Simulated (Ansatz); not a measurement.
# InOF₂ radical (SMILES [O][In]([F])[F]): a rigid scan of the bond length O1–In2

One table from this session's results is given with a row withheld; the runs are named, their logs left out.

Program: Ansatz 0.2.0, Gaussian basis. Level of theory: single points in def2-TZVPP. These are calculated values, not measurements.

Levels: PBE-D4, r2SCAN-D4, PBE0-D4, B3LYP-D4, wB97M-V, Hartree-Fock, MP2, CCSD, CCSD(T). The scan takes 1.785, 1.825, 1.883, 1.951, 2.026, 2.108, 2.194 Å.

Correlated methods freeze the cores. Filled d shells of the heavier atoms are correlated. Core potentials replace the inner electrons past krypton, and spin-orbit coupling is left out. Orbitals are unrestricted. B3LYP uses VWN-RPA correlation.

30 further runs of the same task are left out: 30 set aside as unsound or not needed.

### Where the work starts

The minimum, relaxed at PBE0-D4: SMILES `[O][In]([F])[F]`, 4 atoms, charge 0, spin multiplicity 2.

Atoms are counted from 1 here; the program's logs count them from 0.

Bond lengths: O1–In2 1.983 Å, In2–F3 1.924 Å, In2–F4 1.924 Å. Angles: O1–In2–F3 122.1°, O1–In2–F4 122.1°, F3–In2–F4 115.7°.

As a file:

```xyz
4
charge 0, multiplicity 2
O    -1.0320   -0.0296    1.6983
In    0.0055   -0.0152    0.0085
F     1.4575   -1.2365   -0.3113
F    -0.3755    1.2210   -1.4158
```

Energies of the minimum (eV), from earlier single points: PBE-D4 -12650.32939, r2SCAN-D4 -12656.22309, PBE0-D4 -12650.02310, B3LYP-D4 -12659.23491, wB97M-V -12654.18900, CCSD(T) -12628.19956.

At the minimum the bond length O1–In2 is 1.983 Å.

The first run:

ccsdt-tzvpp/in.yaml reads:

```yaml
crystal:
  periodic: [false, false, false]
  atoms:
    - {symbol: O, position_ang: [-1.032013, -0.029587, 1.698338]}
    - {symbol: In, position_ang: [-0.098065, -0.016657, 0.177220]}
    - {symbol: F, position_ang: [1.353867, -1.237949, -0.142594]}
    - {symbol: F, position_ang: [-0.479120, 1.219590, -1.247014]}
basis:
  gaussian: {orbitals: def2-TZVPP}
magnetization: {spin_polarized: true, initial_magnetization: 1}
correlation: {method: ccsd_t}
scf: {omitted_lower_state_checks: [cluster_reference]}
```

The command line of these runs was not kept.

Steps of the session up to this table: O1–In2 = 1.785 Å; O1–In2 = 1.825 Å; O1–In2 = 1.883 Å; O1–In2 = 1.951 Å; O1–In2 = 2.026 Å; O1–In2 = 2.108 Å; O1–In2 = 2.194 Å.

One of the session's tables, all rows but one given; the rest of the session is left out.

Energies less that of the minimum at the same level (kJ/mol):

| bond length (Å) | PBE-D4 | PBE0-D4 | B3LYP-D4 | wB97M-V | Hartree-Fock |
| --- | --- | --- | --- | --- | --- |
| 1.785 | 55.0 | 50.2 | 55.9 | 51.9 | 51.6 |
| 1.825 | ? | ? | ? | ? | ? |
| 1.883 | 14.0 | 10.8 | 13.6 | 11.3 | 9.9 |
| 1.951 | 2.2 | 1.0 | 1.9 | 1.1 | 0.4 |
| 1.983 (minimum) | 0.0 | 0.0 | 0.0 | 0.0 | 0.0 |
| 2.026 | -0.1 | 1.6 | 0.4 | 1.6 | 2.6 |
| 2.108 | 6.6 | 11.8 | 8.5 | 12.0 | 15.4 |
| 2.194 | 20.4 | 29.5 | 24.0 | 30.4 | 35.9 |

Q: Estimate the row for bond length (Å) = 1.825 from the others.

Worked estimate for «PBE-D4». A straight line through the neighbours (1.785, 55.0) and (1.883, 14.0) gives 55.0 + (14.0 − 55.0) × (1.825 − 1.785) / (1.883 − 1.785) = 38.3; a parabola fitted to 3 rows on both sides gives 34.8.

**Answer.** PBE-D4: 34.2; PBE0-D4: 29.8; B3LYP-D4: 34.3; wB97M-V: 30.9; Hartree-Fock: 29.8. In «PBE-D4» the line misses by +4.1 and the parabola by +0.6.
